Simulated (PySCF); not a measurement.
# [TaO2Br2]−: how settings move a single point

Which settings matter for [TaO2Br2]−? Each run alters one on purpose. It is a constructed species; whether it can be made isn't addressed.

Method: PBE, Ta def2-SVP with ECP60, O def2-SVP, Br def2-SVP; scalar-relativistic core potentials, no spin–orbit coupling; program: PySCF 2.14.0.

3 further runs of the same task are left out: 2 for a known fault of the program, 1 that didn't finish.

### Step 1. The system as given

5 atoms, charge -1, spin multiplicity 1.

Bond lengths: Ta1–O2 1.768 Å, Ta1–O3 1.768 Å, Ta1–Br4 2.562 Å, Ta1–Br5 2.562 Å. Angles: O2–Ta1–O3 106.2°, O2–Ta1–Br4 109.2°, O2–Ta1–Br5 109.2°, O3–Ta1–Br4 109.2°, O3–Ta1–Br5 109.2°, Br4–Ta1–Br5 113.4°.

Coordinates:

```xyz
5

Ta    0.00000    0.00000    0.45520
O     0.99944    0.99944    1.51735
O    -0.99944   -0.99944    1.51735
Br    1.51459   -1.51459   -0.95091
Br   -1.51459    1.51459   -0.95091
```

Formal oxidation states: Ta +5. An earlier session relaxed this geometry at PBE, Ta def2-SVP with ECP60, O def2-SVP, Br def2-SVP (singlet, point group C2v).

The sound run used a (50, 194) grid (finer on f atoms), a threshold of 1e-8 and at most 55 cycles, and ended at -5354.511396 Eh.

### Step 2. Altered run 1

The input, run.py (the lines that set the calculation):

```python
mol = gto.M(atom='''
Ta     0.00000     0.00000     0.45520
O      0.99944     0.99944     1.51735
O     -0.99944    -0.99944     1.51735
Br     1.51459    -1.51459    -0.95091
Br    -1.51459     1.51459    -0.95091''',
    basis={'Ta': 'def2-SVP', 'O': 'def2-SVP', 'Br': 'def2-SVP'},
    ecp={'Ta': 'def2-SVP'},
    charge=-1, spin=0)
mf = dft.RKS(mol, xc='PBE')
mf.grids.atom_grid = (40, 110)
mf = mf.density_fit()  # fitting sets: Ta def2-universal-JKFIT, O def2-universal-JKFIT, Br def2-universal-JKFIT
mf.conv_tol = 1e-08; mf.max_cycle = 55
mf.kernel(dm0)  # dm0: free metal ions and neutral atoms
```

On the command line:

```bash
> OMP_NUM_THREADS=2 python run.py
```

Output:

```text
init E= -5424.98825161969
  HOMO = 0.0738367079330606  LUMO = 0.111489973389375  gap/eV = 1.02460
cycle= 1 E= -5348.00003891429  delta_E=   77  |g|= 7.03  |ddm|= 5.36
  HOMO = -0.00446367083705868  LUMO = 0.000653161231009688  gap/eV = 0.13924
cycle= 2 E= -5282.40391761355  delta_E= 65.6  |g|= 10.7  |ddm|= 20.2
  HOMO = -0.136445258093007  LUMO = -0.0553292615530483  gap/eV = 2.20728
cycle= 3 E= -5325.71674627258  delta_E= -43.3  |g|= 7.97  |ddm|= 20.7
  HOMO = 0.0162162938088635  LUMO = 0.0615863657738986  gap/eV = 1.23458
cycle= 4 E= -5352.11946618781  delta_E= -26.4  |g|= 3.12  |ddm|= 7.84
  HOMO = -0.00089731258534087  LUMO = 0.0157860098062524  gap/eV = 0.45398
cycle= 5 E= -5342.97474829938  delta_E= 9.14  |g|= 6.11  |ddm|=    8
  HOMO = -0.0199721653502731  LUMO = 0.0971504164967563  gap/eV = 3.18707
cycle= 6 E= -5353.7995901018  delta_E= -10.8  |g|= 1.66  |ddm|= 7.35
  HOMO = -0.0875985650180975  LUMO = 0.0711374361091099  gap/eV = 4.31943
cycle= 7 E= -5354.19979179665  delta_E= -0.4  |g|= 1.17  |ddm|= 1.06
  HOMO = -0.0821515177536631  LUMO = 0.115524194180365  gap/eV = 5.37903
cycle= 8 E= -5354.36229836183  delta_E= -0.163  |g|= 0.833  |ddm|= 0.765
  HOMO = -0.0805772022104859  LUMO = 0.0936378824635422  gap/eV = 4.74063
cycle= 9 E= -5354.48872439048  delta_E= -0.126  |g|= 0.342  |ddm|= 0.417
  HOMO = -0.0603171207454547  LUMO = 0.083364007936952  gap/eV = 3.90976
cycle= 10 E= -5354.51478421438  delta_E= -0.0261  |g|= 0.077  |ddm|= 0.361
  HOMO = -0.0608461948461408  LUMO = 0.0835396074002306  gap/eV = 3.92894
cycle= 11 E= -5354.51668625179  delta_E= -0.0019  |g|= 0.0179  |ddm|= 0.0946
  HOMO = -0.0619121120615477  LUMO = 0.0828640833465538  gap/eV = 3.93956
cycle= 12 E= -5354.51679047081  delta_E= -0.000104  |g|= 0.00573  |ddm|= 0.0219
  HOMO = -0.0627799687439148  LUMO = 0.0825697088475755  gap/eV = 3.95517
cycle= 13 E= -5354.51679913019  delta_E= -8.66e-06  |g|= 0.00196  |ddm|= 0.00713
  HOMO = -0.0627060680355515  LUMO = 0.0825951455789931  gap/eV = 3.95385
cycle= 14 E= -5354.51679982649  delta_E= -6.96e-07  |g|= 0.000646  |ddm|= 0.00125
  HOMO = -0.0626778137745529  LUMO = 0.0825835266968912  gap/eV = 3.95276
cycle= 15 E= -5354.51679991707  delta_E= -9.06e-08  |g|= 9.25e-05  |ddm|= 0.000438
  HOMO = -0.0626732704338083  LUMO = 0.0825825561824258  gap/eV = 3.95261
cycle= 16 E= -5354.51679991883  delta_E= -1.76e-09  |g|= 6.96e-06  |ddm|= 6.22e-05
  HOMO = -0.0626730442718652  LUMO = 0.0825809851023187  gap/eV = 3.95256
Extra cycle  E= -5354.51679991871  delta_E= 1.16e-10  |g|= 2.35e-05  |ddm|= 2.42e-05
converged SCF energy = -5354.51679991871
```

Run time: 8 s. Hardware: 2 threads of Arm Neoverse V1, shared host.

Changed: the integration grid, to (40, 110). It converges in 16 cycles, -0.147 eV from the sound run, with a largest force component of 0.10 eV/Å. The setting is unsound, so these numbers aren't the compound's.

### Step 3. Altered run 2

run.py (the lines that set the calculation), as its differences from that of step 2:

```diff
@@ -10,5 +10,5 @@
 mf = dft.RKS(mol, xc='PBE')
-mf.grids.atom_grid = (40, 110)
+mf.grids.atom_grid = (50, 194)
 mf = mf.density_fit()  # fitting sets: Ta def2-universal-JKFIT, O def2-universal-JKFIT, Br def2-universal-JKFIT
-mf.conv_tol = 1e-08; mf.max_cycle = 55
-mf.kernel(dm0)  # dm0: free metal ions and neutral atoms
+mf.conv_tol = 1e-08; mf.max_cycle = 70
+mf.kernel(dm0)  # dm0: core Hamiltonian
```

On the command line:

```bash
> OMP_NUM_THREADS=2 python run.py
```

Output:

```text
init E= -5137.08169357245
  HOMO = -1.26199954402913  LUMO = -1.12034671795499  gap/eV = 3.85457
cycle= 1 E= -4299.00724365306  delta_E=  838  |g|= 25.1  |ddm|= 65.1
  HOMO = -5.58643547708257  LUMO = -5.58072992598049  gap/eV = 0.15526
cycle= 2 E= -4956.17346464607  delta_E= -657  |g|=  9.5  |ddm|= 67.6
  HOMO = -1.66983284075784  LUMO = -1.34948634026026  gap/eV = 8.71707
cycle= 3 E= -4483.54790360025  delta_E=  473  |g|=   30  |ddm|=   60
  HOMO = -1.66277624785383  LUMO = -1.34344888881747  gap/eV = 8.68934
cycle= 4 E= -4482.98337952655  delta_E= 0.565  |g|=   30  |ddm|= 0.278
  HOMO = -1.66283905781357  LUMO = -1.34339230428233  gap/eV = 8.69259
cycle= 5 E= -4482.90405064276  delta_E= 0.0793  |g|=   30  |ddm|= 0.0223
  HOMO = -1.38283888238379  LUMO = -1.21185704698437  gap/eV = 4.65265
cycle= 6 E= -4502.77634324823  delta_E= -19.9  |g|= 30.5  |ddm|= 3.52
  HOMO = -0.974846254302477  LUMO = -0.939329404238331  gap/eV = 0.96646
cycle= 7 E= -4554.78970367492  delta_E=  -52  |g|= 31.4  |ddm|= 13.6
  HOMO = -1.06570583801374  LUMO = -1.04978254377307  gap/eV = 0.43329
cycle= 8 E= -4827.71518351461  delta_E= -273  |g|=   26  |ddm|= 18.6
  HOMO = -0.980182349749644  LUMO = -0.922357576671248  gap/eV = 1.57349
cycle= 9 E= -4954.59639632392  delta_E= -127  |g|= 22.1  |ddm|= 6.86
  HOMO = -0.808262705489729  LUMO = -0.759928119875883  gap/eV = 1.31525
cycle= 10 E= -4958.10384043855  delta_E= -3.51  |g|= 21.4  |ddm|= 2.43
  HOMO = -0.629157591769512  LUMO = -0.60062810991472  gap/eV = 0.77633
...
cycle= 19 E= -5354.48489213413  delta_E= -0.69  |g|= 0.321  |ddm|= 1.82
  HOMO = -0.0723784531789149  LUMO = 0.0819536198126224  gap/eV = 4.19959
cycle= 20 E= -5354.50668198282  delta_E= -0.0218  |g|= 0.152  |ddm|= 0.444
  HOMO = -0.0710016448956393  LUMO = 0.0801699578038808  gap/eV = 4.11359
cycle= 21 E= -5354.50992251291  delta_E= -0.00324  |g|= 0.0757  |ddm|= 0.0734
  HOMO = -0.0665285474622513  LUMO = 0.0821862001887568  gap/eV = 4.04673
cycle= 22 E= -5354.51095790061  delta_E= -0.00104  |g|= 0.0451  |ddm|= 0.0518
  HOMO = -0.0620933792846924  LUMO = 0.0830213843972257  gap/eV = 3.94877
cycle= 23 E= -5354.51138992265  delta_E= -0.000432  |g|= 0.00545  |ddm|= 0.0372
  HOMO = -0.0626146507675815  LUMO = 0.0825103410852677  gap/eV = 3.94905
cycle= 24 E= -5354.51139514136  delta_E= -5.22e-06  |g|= 0.00199  |ddm|= 0.00578
  HOMO = -0.0627441419834799  LUMO = 0.0824845698497666  gap/eV = 3.95187
cycle= 25 E= -5354.51139588646  delta_E= -7.45e-07  |g|= 0.000661  |ddm|= 0.00141
  HOMO = -0.0627564548615891  LUMO = 0.0824909917931385  gap/eV = 3.95238
cycle= 26 E= -5354.51139591487  delta_E= -2.84e-08  |g|= 0.000582  |ddm|= 0.000747
  HOMO = -0.0627596686752518  LUMO = 0.0824948796650389  gap/eV = 3.95258
cycle= 27 E= -5354.51139598688  delta_E= -7.2e-08  |g|= 1.1e-05  |ddm|= 0.000407
  HOMO = -0.0627593743266116  LUMO = 0.0824955045190174  gap/eV = 3.95259
cycle= 28 E= -5354.51139598691  delta_E= -2.91e-11  |g|= 3.59e-06  |ddm|= 1.35e-05
  HOMO = -0.0627604802092739  LUMO = 0.082495505349629  gap/eV = 3.95262
Extra cycle  E= -5354.51139598686  delta_E= 4.55e-11  |g|= 1.48e-05  |ddm|= 1.24e-05
converged SCF energy = -5354.51139598686
```

It took 13 s on 2 threads of Arm Neoverse V1, shared host.

Changed: the starting guess (bare core Hamiltonian); the cycle limit is 70. It converges in 28 cycles, at the sound run's energy within 0.001 eV, with a largest force component of 0.01 eV/Å. The result survives the change.

### Step 4. Altered run 3

run.py (the lines that set the calculation), as its differences from that of step 3:

```diff
@@ -12,3 +12,3 @@
 mf = mf.density_fit()  # fitting sets: Ta def2-universal-JKFIT, O def2-universal-JKFIT, Br def2-universal-JKFIT
-mf.conv_tol = 1e-08; mf.max_cycle = 70
-mf.kernel(dm0)  # dm0: core Hamiltonian
+mf.conv_tol = 1e-08; mf.max_cycle = 55
+mf.kernel(dm0)  # dm0: smeared density
```

On the command line:

```bash
> OMP_NUM_THREADS=2 python run.py
```

Output:

```text
init E= -5354.43973684837
  HOMO = -0.0696465416207094  LUMO = 0.0855901485798223  gap/eV = 4.22421
cycle= 1 E= -5354.50805279412  delta_E= -0.0683  |g|= 0.123  |ddm|= 0.318
  HOMO = -0.0455037534062176  LUMO = 0.0689492497585377  gap/eV = 3.11442
cycle= 2 E= -5354.43580825345  delta_E= 0.0722  |g|= 0.612  |ddm|= 0.497
  HOMO = -0.064056910773711  LUMO = 0.0810791879476425  gap/eV = 3.94935
cycle= 3 E= -5354.51123558421  delta_E= -0.0754  |g|= 0.0231  |ddm|= 0.397
  HOMO = -0.0618158301353571  LUMO = 0.0827080109852383  gap/eV = 3.93269
cycle= 4 E= -5354.51137590793  delta_E= -0.00014  |g|= 0.0096  |ddm|= 0.0347
  HOMO = -0.062755603291325  LUMO = 0.0823711750771715  gap/eV = 3.94910
cycle= 5 E= -5354.51139498224  delta_E= -1.91e-05  |g|= 0.00203  |ddm|= 0.00747
  HOMO = -0.0627185428541511  LUMO = 0.0825094656095323  gap/eV = 3.95186
cycle= 6 E= -5354.51139595169  delta_E= -9.69e-07  |g|= 0.000365  |ddm|= 0.00189
  HOMO = -0.0627586320701815  LUMO = 0.0824959121569756  gap/eV = 3.95258
cycle= 7 E= -5354.51139598683  delta_E= -3.51e-08  |g|= 1.62e-05  |ddm|= 0.000393
  HOMO = -0.0627602272494845  LUMO = 0.0824951893052693  gap/eV = 3.95260
cycle= 8 E= -5354.51139598689  delta_E= -6.82e-11  |g|= 9.71e-06  |ddm|= 3.14e-05
  HOMO = -0.0627582794459737  LUMO = 0.0824952627640957  gap/eV = 3.95255
Extra cycle  E= -5354.51139598674  delta_E= 1.5e-10  |g|= 2.73e-05  |ddm|= 3.05e-05
converged SCF energy = -5354.51139598674
```

Run time: 6.1 s. Hardware: 2 threads of Arm Neoverse V1, shared host.

Changed: the starting guess (smeared density). It converges in 8 cycles, at the sound run's energy within 0.001 eV, with a largest force component of 0.01 eV/Å. The result survives the change.

### Step 5. Altered run 4

run.py (the lines that set the calculation), as its differences from that of step 4:

```diff
@@ -12,3 +12,3 @@
 mf = mf.density_fit()  # fitting sets: Ta def2-universal-JKFIT, O def2-universal-JKFIT, Br def2-universal-JKFIT
-mf.conv_tol = 1e-08; mf.max_cycle = 55
-mf.kernel(dm0)  # dm0: smeared density
+mf.conv_tol = 0.0001; mf.max_cycle = 55
+mf.kernel(dm0)  # dm0: free metal ions and neutral atoms
```

On the command line:

```bash
> OMP_NUM_THREADS=2 python run.py
```

Output:

```text
init E= -5424.98278519636
  HOMO = 0.0739423998651496  LUMO = 0.111550366213998  gap/eV = 1.02336
cycle= 1 E= -5347.99372460141  delta_E=   77  |g|= 7.03  |ddm|= 5.36
  HOMO = -0.00455732117478991  LUMO = 0.000587051930474331  gap/eV = 0.13999
cycle= 2 E= -5282.38823164265  delta_E= 65.6  |g|= 10.7  |ddm|= 20.2
  HOMO = -0.13625399428746  LUMO = -0.0552394802255908  gap/eV = 2.20452
cycle= 3 E= -5325.72652645701  delta_E= -43.3  |g|= 7.97  |ddm|= 20.7
  HOMO = 0.0161352108379247  LUMO = 0.0621320430970971  gap/eV = 1.25164
cycle= 4 E= -5352.12338116059  delta_E= -26.4  |g|= 3.12  |ddm|= 7.84
  HOMO = -0.000634874768506766  LUMO = 0.016302648914761  gap/eV = 0.46089
cycle= 5 E= -5342.93445365717  delta_E= 9.19  |g|= 6.11  |ddm|= 8.02
  HOMO = -0.0197729219842957  LUMO = 0.0973178738817115  gap/eV = 3.18620
cycle= 6 E= -5353.79852912521  delta_E= -10.9  |g|= 1.65  |ddm|= 7.37
  HOMO = -0.0885931874192045  LUMO = 0.0717032599847002  gap/eV = 4.36189
cycle= 7 E= -5354.1966200612  delta_E= -0.398  |g|= 1.17  |ddm|= 1.05
  HOMO = -0.0822091258582526  LUMO = 0.1154010952381  gap/eV = 5.37725
cycle= 8 E= -5354.356823829  delta_E= -0.16  |g|= 0.833  |ddm|= 0.744
  HOMO = -0.0817066784558556  LUMO = 0.0929640324612558  gap/eV = 4.75303
cycle= 9 E= -5354.48227508198  delta_E= -0.125  |g|= 0.348  |ddm|= 0.418
  HOMO = -0.0604132190576365  LUMO = 0.0832213990663789  gap/eV = 3.90850
cycle= 10 E= -5354.5093858404  delta_E= -0.0271  |g|= 0.0768  |ddm|= 0.368
  HOMO = -0.0608511204402287  LUMO = 0.0834741555139979  gap/eV = 3.92729
cycle= 11 E= -5354.51128137389  delta_E= -0.0019  |g|= 0.018  |ddm|= 0.0947
  HOMO = -0.061996670060565  LUMO = 0.0827687697501901  gap/eV = 3.93927
cycle= 12 E= -5354.51138619129  delta_E= -0.000105  |g|= 0.00584  |ddm|= 0.0219
  HOMO = -0.0628653527912185  LUMO = 0.0824829773596183  gap/eV = 3.95513
cycle= 13 E= -5354.51139519052  delta_E= -9e-06  |g|= 0.00196  |ddm|= 0.0072
  HOMO = -0.0624650429906713  LUMO = 0.082360860760311  gap/eV = 3.94091
Extra cycle  E= -5354.51138377986  delta_E= 1.14e-05  |g|= 0.00774  |ddm|= 0.00632
converged SCF energy = -5354.51138377986
```

Wall time 7.8 s (2 threads of Arm Neoverse V1, shared host).

Changed: the SCF threshold (0.0001). It converges in 13 cycles, at the sound run's energy within 0.001 eV, with a largest force component of 0.01 eV/Å. The result survives the change.

### Step 6. Results

| run | changed | ending | energy change (eV) | cycles | time | usable |
| --- | --- | --- | --- | --- | --- | --- |
| 1 | the integration grid | converged | -0.147 | 16 | 8 s | no |
| 2 | the starting guess | converged | 0.000 | 28 | 13 s | yes |
| 3 | the starting guess | converged | 0.000 | 8 | 6.1 s | yes |
| 4 | the SCF threshold | converged | 0.000 | 13 | 7.8 s | yes |

3 of 4 altered runs give a usable result. 1 ended normally with numbers unfit to quote.
